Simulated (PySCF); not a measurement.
# C2H11N3OSi3: geometry, NMR shifts, electronic excitations and core binding energies, part 2 of 2

PySCF 2.14.0. Atoms count from 0. Earlier steps stand in the parts before.

### Step 6. Core holes by ΔSCF: SCAN, X2C

Job settings and geometry (Å):

```
{"job": {"kind": "xps"}, "charge": 0, "multiplicity": 1}
C      3.369738    -0.109574     0.057927
C      2.101410    -0.919460     0.016086
O      2.053534    -2.049594     0.458301
Si     0.467343    -0.208916    -0.745491
N      0.041670     1.287641     0.042587
Si    -1.610056     1.790489     0.272526
N     -2.584790     0.539670    -0.444055
Si    -2.399864    -1.190437    -0.321318
N     -0.689154    -1.443217    -0.388368
H      4.191065    -0.706306     0.478443
H      3.215983     0.791869     0.674893
H      3.630025     0.239113    -0.954858
H      0.669670    -0.008034    -2.214867
H      0.781788     1.850957     0.449954
H     -1.861295     1.999254     1.734181
H     -1.957214     3.067484    -0.427856
H     -3.333584     0.864397    -1.047857
H     -3.184458    -1.770558    -1.456083
H     -2.924212    -1.792276     0.945234
H     -0.258331    -2.253224     0.058642
```

Level: delta-SCF UKS SCAN, pcX-2 on the ionised atom, pcseg-1 elsewhere, spin-free X2C.

Standard output:

```text
ground state, core basis on atom 0 (C), 224 functions
  cycle   1  E = -1192.30120488  |g| = 1.04e+00
  cycle   2  E = -1191.50108936  |g| = 2.13e+00
  cycle   3  E = -1192.48076631  |g| = 4.71e-01
  cycle   4  E = -1192.52599618  |g| = 1.14e-01
  cycle   5  E = -1192.52869411  |g| = 3.83e-02
  cycle   6  E = -1192.52906792  |g| = 1.05e-02
  cycle   7  E = -1192.52909404  |g| = 2.27e-03
  cycle   8  E = -1192.52909486  |g| = 7.45e-04
  cycle   9  E = -1192.52909369  |g| = 2.69e-04
  E(ground) = -1192.64576116 Eh
hole in C 1s of atom 0
  cycle   1  E = -1181.26881647  |g| = 1.50e+00
  cycle   2  E = -1175.12664784  |g| = 3.14e+00
  cycle   3  E = -1181.46884124  |g| = 8.03e-01
  cycle   4  E = -1181.65022231  |g| = 6.50e-01
  cycle   5  E = -1181.79785024  |g| = 2.87e-01
  cycle   6  E = -1181.82694172  |g| = 1.13e-01
  cycle   7  E = -1181.83249036  |g| = 1.82e-02
  cycle   8  E = -1181.83262178  |g| = 8.62e-03
  cycle   9  E = -1181.83265176  |g| = 4.83e-03
  cycle  10  E = -1181.83266344  |g| = 1.39e-03
  cycle  11  E = -1181.83266553  |g| = 6.00e-04
  cycle  12  E = -1181.83266668  |g| = 4.93e-04
  E(ion) = -1181.94795912 Eh   <S^2> = 0.7679   hole on atom = 1.000   binding energy = 291.102 eV
ground state, core basis on atom 1 (C), 224 functions
  cycle   1  E = -1192.53533972  |g| = 5.86e-02
  cycle   2  E = -1192.53531591  |g| = 2.16e-02
  cycle   3  E = -1192.53533106  |g| = 2.05e-02
  cycle   4  E = -1192.53542671  |g| = 7.62e-03
  cycle   5  E = -1192.53543625  |g| = 1.05e-03
  cycle   6  E = -1192.53543590  |g| = 2.92e-04
  E(ground) = -1192.65156216 Eh
hole in C 1s of atom 1
  cycle   1  E = -1181.20484683  |g| = 1.50e+00
  cycle   2  E = -1178.54371189  |g| = 2.52e+00
  cycle   3  E = -1181.37001206  |g| = 8.65e-01
  cycle   4  E = -1181.10206676  |g| = 1.04e+00
  cycle   5  E = -1181.72492504  |g| = 2.82e-01
  cycle   6  E = -1181.59288698  |g| = 4.65e-01
  cycle   7  E = -1181.76500170  |g| = 1.46e-01
  cycle   8  E = -1181.65272361  |g| = 3.74e-01
  cycle   9  E = -1181.68137832  |g| = 3.36e-01
  cycle  10  E = -1181.69906898  |g| = 3.10e-01
  cycle  11  E = -1181.65493587  |g| = 3.67e-01
  cycle  12  E = -1181.67085907  |g| = 3.52e-01
  cycle  13  E = -1181.71937492  |g| = 2.79e-01
  cycle  14  E = -1181.77863717  |g| = 7.53e-02
  cycle  15  E = -1181.66625506  |g| = 3.58e-01
  cycle  16  E = -1181.66642219  |g| = 3.61e-01
  cycle  17  E = -1181.65910260  |g| = 3.69e-01
  cycle  18  E = -1181.65492355  |g| = 3.75e-01
  cycle  19  E = -1181.66509516  |g| = 3.63e-01
  cycle  20  E = -1181.65811609  |g| = 3.71e-01
  cycle  21  E = -1181.66856965  |g| = 3.59e-01
  cycle  22  E = -1181.66464465  |g| = 3.60e-01
  cycle  23  E = -1181.65715786  |g| = 3.65e-01
  cycle  24  E = -1181.68568356  |g| = 3.31e-01
  cycle  25  E = -1181.63870947  |g| = 4.81e-01
  cycle  26  E = -1181.72288079  |g| = 2.88e-01
  cycle  27  E = -1181.75727854  |g| = 1.84e-01
  cycle  28  E = -1181.66007463  |g| = 3.66e-01
  cycle  29  E = -1181.65259017  |g| = 3.74e-01
  cycle  30  E = -1181.77681759  |g| = 1.05e-01
  cycle  31  E = -1181.64074257  |g| = 3.91e-01
  cycle  32  E = -1181.64956368  |g| = 3.80e-01
  cycle  33  E = -1181.65789598  |g| = 3.70e-01
  cycle  34  E = -1181.67972333  |g| = 3.42e-01
  cycle  35  E = -1181.67711189  |g| = 3.45e-01
  cycle  36  E = -1181.77075372  |g| = 1.20e-01
  cycle  37  E = -1181.77516733  |g| = 1.11e-01
  cycle  38  E = -1181.77779329  |g| = 9.42e-02
  cycle  39  E = -1181.78320659  |g| = 4.36e-02
  cycle  40  E = -1181.77982316  |g| = 7.87e-02
  cycle  41  E = -1181.78139488  |g| = 6.47e-02
  cycle  42  E = -1181.78285690  |g| = 4.81e-02
  cycle  43  E = -1181.78422475  |g| = 2.38e-02
  cycle  44  E = -1181.78468105  |g| = 2.38e-03
  cycle  45  E = -1181.78467919  |g| = 3.13e-03
  cycle  46  E = -1181.78468080  |g| = 3.10e-03
  cycle  47  E = -1181.78468807  |g| = 8.04e-04
  cycle  48  E = -1181.78468808  |g| = 5.67e-04
  cycle  49  E = -1181.78468643  |g| = 1.15e-03
  cycle  50  E = -1181.78468791  |g| = 2.80e-04
  E(ion) = -1181.89893538 Eh   <S^2> = 1.0872   hole on atom = 1.000   binding energy = 292.594 eV
ground state, core basis on atom 2 (O), 224 functions
  cycle   1  E = -1192.55744747  |g| = 9.62e-02
  cycle   2  E = -1192.55621590  |g| = 8.67e-02
  cycle   3  E = -1192.55618492  |g| = 8.81e-02
  cycle   4  E = -1192.55765060  |g| = 8.67e-03
  cycle   5  E = -1192.55767124  |g| = 4.47e-04
  cycle   6  E = -1192.55767067  |g| = 2.43e-04
  E(ground) = -1192.67182999 Eh
hole in O 1s of atom 2
  cycle   1  E = -1171.94987962  |g| = 2.22e+00
  cycle   2  E = -1170.23378831  |g| = 2.50e+00
  cycle   3  E = -1172.14105750  |g| = 1.06e+00
  cycle   4  E = -1172.71017973  |g| = 4.61e-01
  cycle   5  E = -1172.77821328  |g| = 1.87e-01
  cycle   6  E = -1172.79284866  |g| = 8.31e-02
  cycle   7  E = -1172.62690783  |g| = 4.01e-01
  cycle   8  E = -1172.79454235  |g| = 4.39e-02
  cycle   9  E = -1172.63581930  |g| = 3.95e-01
  cycle  10  E = -1172.63550976  |g| = 3.95e-01
  cycle  11  E = -1172.63175272  |g| = 3.98e-01
  cycle  12  E = -1172.62998978  |g| = 4.00e-01
  cycle  13  E = -1172.62975235  |g| = 4.00e-01
  cycle  14  E = -1172.79511752  |g| = 3.31e-02
  cycle  15  E = -1172.63297843  |g| = 4.00e-01
  cycle  16  E = -1172.66415959  |g| = 3.72e-01
  cycle  17  E = -1172.62945195  |g| = 4.00e-01
  cycle  18  E = -1172.71931888  |g| = 2.95e-01
  cycle  19  E = -1172.79598728  |g| = 1.66e-02
  cycle  20  E = -1172.79509841  |g| = 3.40e-02
  cycle  21  E = -1172.79496690  |g| = 3.60e-02
  cycle  22  E = -1172.79510084  |g| = 3.41e-02
  cycle  23  E = -1172.79505890  |g| = 3.47e-02
  cycle  24  E = -1172.79502660  |g| = 3.57e-02
  cycle  25  E = -1172.79508158  |g| = 3.48e-02
  cycle  26  E = -1172.79531407  |g| = 3.14e-02
  cycle  27  E = -1172.79626669  |g| = 3.55e-03
  cycle  28  E = -1172.79627695  |g| = 1.25e-03
  cycle  29  E = -1172.79608546  |g| = 1.46e-02
  cycle  30  E = -1172.79610319  |g| = 1.39e-02
  cycle  31  E = -1172.79625184  |g| = 5.60e-03
  cycle  32  E = -1172.79623788  |g| = 6.69e-03
  cycle  33  E = -1172.79626419  |g| = 3.94e-03
  cycle  34  E = -1172.79626668  |g| = 3.77e-03
  cycle  35  E = -1172.79627666  |g| = 1.26e-03
  cycle  36  E = -1172.79627873  |g| = 4.21e-04
  E(ion) = -1172.91085529 Eh   <S^2> = 0.8578   hole on atom = 1.000   binding energy = 537.724 eV
ground state, core basis on atom 3 (Si), 235 functions
  cycle   1  E = -1192.63215369  |g| = 2.95e-01
  cycle   2  E = -1192.62755682  |g| = 1.69e-01
  cycle   3  E = -1192.61703428  |g| = 2.80e-01
  cycle   4  E = -1192.63310060  |g| = 1.99e-02
  cycle   5  E = -1192.63316097  |g| = 4.95e-03
  cycle   6  E = -1192.63316830  |g| = 1.59e-03
  cycle   7  E = -1192.63316790  |g| = 6.42e-04
  cycle   8  E = -1192.63316905  |g| = 1.92e-04
  E(ground) = -1192.70828055 Eh
hole in Si 1s of atom 3
  cycle   1  E = -1123.68812898  |g| = 4.35e+00
  cycle   2  E = -1122.65604228  |g| = 2.65e+00
  cycle   3  E = -1123.41167905  |g| = 1.52e+00
  cycle   4  E = -1124.48851995  |g| = 8.02e-01
  cycle   5  E = -1124.65278007  |g| = 4.79e-01
  cycle   6  E = -1124.75039677  |g| = 8.98e-02
  cycle   7  E = -1124.75231822  |g| = 5.96e-02
  cycle   8  E = -1124.75399463  |g| = 9.80e-03
  cycle   9  E = -1124.75403845  |g| = 4.73e-03
  cycle  10  E = -1124.75404911  |g| = 1.30e-03
  cycle  11  E = -1124.75404858  |g| = 5.71e-04
  cycle  12  E = -1124.75404865  |g| = 2.03e-04
  E(ion) = -1124.83651439 Eh   <S^2> = 0.7522   hole on atom = 1.000   binding energy = 1846.885 eV
hole in Si 2p of atom 3
  cycle   1  E = -1188.35224938  |g| = 1.25e+00
  cycle   2  E = -1187.75921006  |g| = 1.50e+00
  cycle   3  E = -1188.48729505  |g| = 6.54e-01
  cycle   4  E = -1188.64040056  |g| = 3.37e-01
  cycle   5  E = -1188.68205261  |g| = 1.01e-01
  cycle   6  E = -1188.68645675  |g| = 3.39e-02
  cycle   7  E = -1188.68700029  |g| = 8.54e-03
  cycle   8  E = -1188.68702783  |g| = 3.58e-03
  cycle   9  E = -1188.68703476  |g| = 9.66e-04
  cycle  10  E = -1188.68703451  |g| = 4.08e-04
  E(ion) = -1188.77266618 Eh   <S^2> = 0.7518   hole on atom = 1.003   binding energy = 107.094 eV
  2p3/2 = 106.917 eV   2p1/2 = 107.543 eV
ground state, core basis on atom 4 (N), 224 functions
  cycle   1  E = -1192.54515704  |g| = 7.58e-02
  cycle   2  E = -1192.54516878  |g| = 2.28e-02
  cycle   3  E = -1192.54520095  |g| = 2.11e-02
  cycle   4  E = -1192.54531244  |g| = 5.22e-03
  cycle   5  E = -1192.54531909  |g| = 1.10e-03
  cycle   6  E = -1192.54532062  |g| = 6.53e-04
  cycle   7  E = -1192.54532110  |g| = 9.78e-05
  E(ground) = -1192.65980324 Eh
hole in N 1s of atom 4
  cycle   1  E = -1176.97544164  |g| = 1.87e+00
  cycle   2  E = -1174.08750985  |g| = 2.74e+00
  cycle   3  E = -1177.18635089  |g| = 1.03e+00
  cycle   4  E = -1177.48411479  |g| = 7.20e-01
  cycle   5  E = -1177.66211857  |g| = 2.87e-01
  cycle   6  E = -1177.69545777  |g| = 8.76e-02
  cycle   7  E = -1177.69900717  |g| = 2.49e-02
  cycle   8  E = -1177.69924408  |g| = 1.06e-02
  cycle   9  E = -1177.69929949  |g| = 2.71e-03
  cycle  10  E = -1177.69930425  |g| = 1.10e-03
  cycle  11  E = -1177.69930397  |g| = 5.19e-04
  cycle  12  E = -1177.69930475  |g| = 2.77e-04
  E(ion) = -1177.81216951 Eh   <S^2> = 0.7655   hole on atom = 1.000   binding energy = 404.025 eV
ground state, core basis on atom 5 (Si), 235 functions
  cycle   1  E = -1192.63246058  |g| = 2.90e-01
  cycle   2  E = -1192.63251147  |g| = 5.15e-02
  cycle   3  E = -1192.63246399  |g| = 4.37e-02
  cycle   4  E = -1192.63276559  |g| = 1.48e-02
  cycle   5  E = -1192.63280972  |g| = 3.79e-03
  cycle   6  E = -1192.63281297  |g| = 1.21e-03
  cycle   7  E = -1192.63281368  |g| = 8.94e-05
  E(ground) = -1192.70755787 Eh
hole in Si 1s of atom 5
  cycle   1  E = -1123.68718800  |g| = 4.35e+00
  cycle   2  E = -1120.19538098  |g| = 3.10e+00
  cycle   3  E = -1107.11548094  |g| = 4.52e+00
  cycle   4  E = -1124.21460681  |g| = 9.96e-01
  cycle   5  E = -1124.30226196  |g| = 1.01e+00
  cycle   6  E = -1124.69736912  |g| = 3.27e-01
  cycle   7  E = -1124.73750161  |g| = 1.24e-01
  cycle   8  E = -1124.74415346  |g| = 4.85e-02
  cycle   9  E = -1124.74537564  |g| = 1.20e-02
  cycle  10  E = -1124.74544373  |g| = 4.46e-03
  cycle  11  E = -1124.74545105  |g| = 2.37e-03
  cycle  12  E = -1124.74545285  |g| = 5.07e-04
  cycle  13  E = -1124.74545196  |g| = 1.65e-04
  E(ion) = -1124.82786768 Eh   <S^2> = 0.7521   hole on atom = 1.000   binding energy = 1847.100 eV
hole in Si 2p of atom 5
  cycle   1  E = -1188.35123863  |g| = 1.24e+00
  cycle   2  E = -1186.45522274  |g| = 1.80e+00
  cycle   3  E = -1186.04928817  |g| = 1.63e+00
  cycle   4  E = -1188.53536366  |g| = 5.36e-01
  cycle   5  E = -1188.64755130  |g| = 2.65e-01
  cycle   6  E = -1188.66786341  |g| = 1.62e-01
  cycle   7  E = -1188.67842855  |g| = 3.87e-02
  cycle   8  E = -1188.67916006  |g| = 2.22e-02
  cycle   9  E = -1188.67939029  |g| = 6.84e-03
  cycle  10  E = -1188.67941066  |g| = 3.09e-03
  cycle  11  E = -1188.67941664  |g| = 1.13e-03
  cycle  12  E = -1188.67941646  |g| = 3.04e-04
  E(ion) = -1188.76481599 Eh   <S^2> = 0.7518   hole on atom = 1.003   binding energy = 107.287 eV
  2p3/2 = 107.104 eV   2p1/2 = 107.729 eV
ground state, core basis on atom 6 (N), 224 functions
  cycle   1  E = -1192.54533119  |g| = 7.54e-02
  cycle   2  E = -1192.54535976  |g| = 2.18e-02
  cycle   3  E = -1192.54535774  |g| = 2.38e-02
  cycle   4  E = -1192.54547026  |g| = 8.86e-03
  cycle   5  E = -1192.54548435  |g| = 2.01e-03
  cycle   6  E = -1192.54548709  |g| = 5.23e-04
  cycle   7  E = -1192.54548974  |g| = 6.44e-05
  E(ground) = -1192.65986548 Eh
hole in N 1s of atom 6
  cycle   1  E = -1176.97445884  |g| = 1.87e+00
  cycle   2  E = -1174.07630121  |g| = 2.64e+00
  cycle   3  E = -1175.63138818  |g| = 1.59e+00
  cycle   4  E = -1177.59503530  |g| = 4.15e-01
  cycle   5  E = -1177.65880983  |g| = 2.74e-01
  cycle   6  E = -1177.68632135  |g| = 1.44e-01
  cycle   7  E = -1177.69434620  |g| = 4.17e-02
  cycle   8  E = -1177.69497128  |g| = 1.99e-02
  cycle   9  E = -1177.69514313  |g| = 3.30e-03
  cycle  10  E = -1177.69514800  |g| = 1.85e-03
  cycle  11  E = -1177.69515118  |g| = 8.23e-04
  cycle  12  E = -1177.69515105  |g| = 4.11e-04
  E(ion) = -1177.80836941 Eh   <S^2> = 0.7652   hole on atom = 1.000   binding energy = 404.130 eV
```

It took 4.1 min on 1 thread of Arm Neoverse V1, shared host; peak memory 0.74 GiB.

The holes in one table. −ε is the ground-state orbital energy:

```
       hole  stands for                                        environment  ΔSCF (eV; 2p as the shell's mean)  −ε (eV)   ⟨S²⟩
  C1s on C0          C0                      methyl carbon α to a carbonyl                             291.10    274.1  0.768
  C1s on C1          C1                                    carbonyl carbon                  292.59 (doubtful)    276.0  1.087
  O1s on O2          O2                                    carbonyl oxygen                  537.72 (doubtful)    516.8  0.858
Si1s on Si3         Si3  silicon bonded to C, 2 N, H, in a 6-membered ring                            1846.88   1793.9  0.752
Si2p on Si3         Si3  silicon bonded to C, 2 N, H, in a 6-membered ring                             107.13     96.6  0.752
  N1s on N4      N4, N8   nitrogen bonded to 2 Si, H, in a 6-membered ring                             404.02    385.5  0.766
Si1s on Si5    Si5, Si7   silicon bonded to 2 N, 2 H, in a 6-membered ring                            1847.10   1793.9  0.752
Si2p on Si5    Si5, Si7   silicon bonded to 2 N, 2 H, in a 6-membered ring                             107.31     96.6  0.752
  N1s on N6          N6   nitrogen bonded to 2 Si, H, in a 6-membered ring                             404.13    385.6  0.765
```

Each hole run stands for the others of its class of like atoms.

Doubtful: the ion did not converge, its hole moved, or its ⟨S²⟩ is well above 0.75.

With the spin-orbit splitting: Si3 2p3/2 106.92, 2p1/2 107.54 eV; Si5 2p3/2 107.10, 2p1/2 107.73 eV. The table gives each 2p level as the mean over the whole 2p shell (two parts 2p3/2, one part 2p1/2), which differs a little from the single hole in the log.

### Step 7. Run by run: NMR shifts

Shifts (ppm) of some atoms, chosen among heavy atoms and hydrogens apart, means over like atoms, with basis size and wall time:

```
             run     C1   H14   H15     O2    Si3    N4    N6  functions  time
   PBE0/pcSseg-1  241.3  5.36  5.24  811.4  -47.4  34.1  27.0        229  52 s
wB97X-D/pcSseg-1  243.1  5.21  5.09  810.8  -45.4  30.3  23.2        229  68 s
```

### Step 8. Summary of results

This closing draws on all 2 parts.

| quantity | value |
| --- | --- |
| point group | C1 |
| rotational constants (main isotopes) | 1.69, 0.69, 0.53 GHz |
| 13C shifts against TMS (PBE0/pcSseg-1) | 241.3, 35.5 ppm |
| 1H shifts against TMS (PBE0/pcSseg-1, means over atoms taken as alike) | 5.36, 5.25, 5.24, 2.33, 0.91, 0.70 ppm |
| 17O shifts against H2O (PBE0/pcSseg-1) | 811.4 ppm |
| 29Si shifts against TMS (PBE0/pcSseg-1, means over atoms taken as alike) | -33.7, -47.4 ppm |
| 15N shifts against NH3 (PBE0/pcSseg-1, means over atoms taken as alike) | 34.1, 27.0 ppm |
| lowest singlet (wB97X-D/def2-SVPD) | 3.56 eV (348 nm), f = 0.001 |
| brightest single state of those computed | state 5, 6.70 eV, f = 0.036 |
| lowest triplet | 2.95 eV |
| vertical ionisation energy (ΔSCF) | 8.86 eV |
| Si1s binding energies, SCAN/pcX-2 | Si5 1847.10, Si3 1846.88 eV |
| Si2p binding energies, SCAN/pcX-2 | Si5 107.31, Si3 107.13 eV |
| N1s binding energies, SCAN/pcX-2 | N6 404.13, N4 404.02 eV |
| C1s binding energies, SCAN/pcX-2 (standing for 1 of 2 atoms) | C0 291.10 eV |
| range of the shift of N6 | 23.2 to 27.0 ppm |

Relaxing lowered the energy by 0.293 eV in 12 steps; the close pair that moved most is C1–Si3, from 1.883 to 1.938 Å. At PBE0/pcSseg-1: The widest tensor belongs to O2: span 1657 ppm, with a paramagnetic part of -878 ppm. The first singlet state (HOMO→LUMO 0.88) lies at 3.56 eV and is weak; of the 10 states computed, the strongest absorption comes from states 4 to 5 together at 6.70 eV. The lowest triplet lies 0.62 eV below the lowest singlet (triplets in Tamm-Dancoff, singlets in full TDDFT). ΔSCF puts the ionisation energy at 8.86 eV, 0.13 eV above −ε(HOMO). The Si1s levels kept as sound span 0.22 eV, from Si3 (silicon bonded to C, 2 N, H, in a 6-membered ring) up to Si5 (silicon bonded to 2 N, 2 H, in a 6-membered ring). Si5 (silicon bonded to 2 N, 2 H, in a 6-membered ring) binds its Si2p electron 0.19 eV more tightly than Si3 (silicon bonded to C, 2 N, H, in a 6-membered ring). The N1s levels kept as sound span 0.11 eV, from N4 (nitrogen bonded to 2 Si, H, in a 6-membered ring) up to N6 (nitrogen bonded to 2 Si, H, in a 6-membered ring). Across the 2 runs the shift of N6 moves most, between 23.2 (wB97X-D/pcSseg-1) and 27.0 ppm (PBE0/pcSseg-1). Part of that comes from the computed reference.
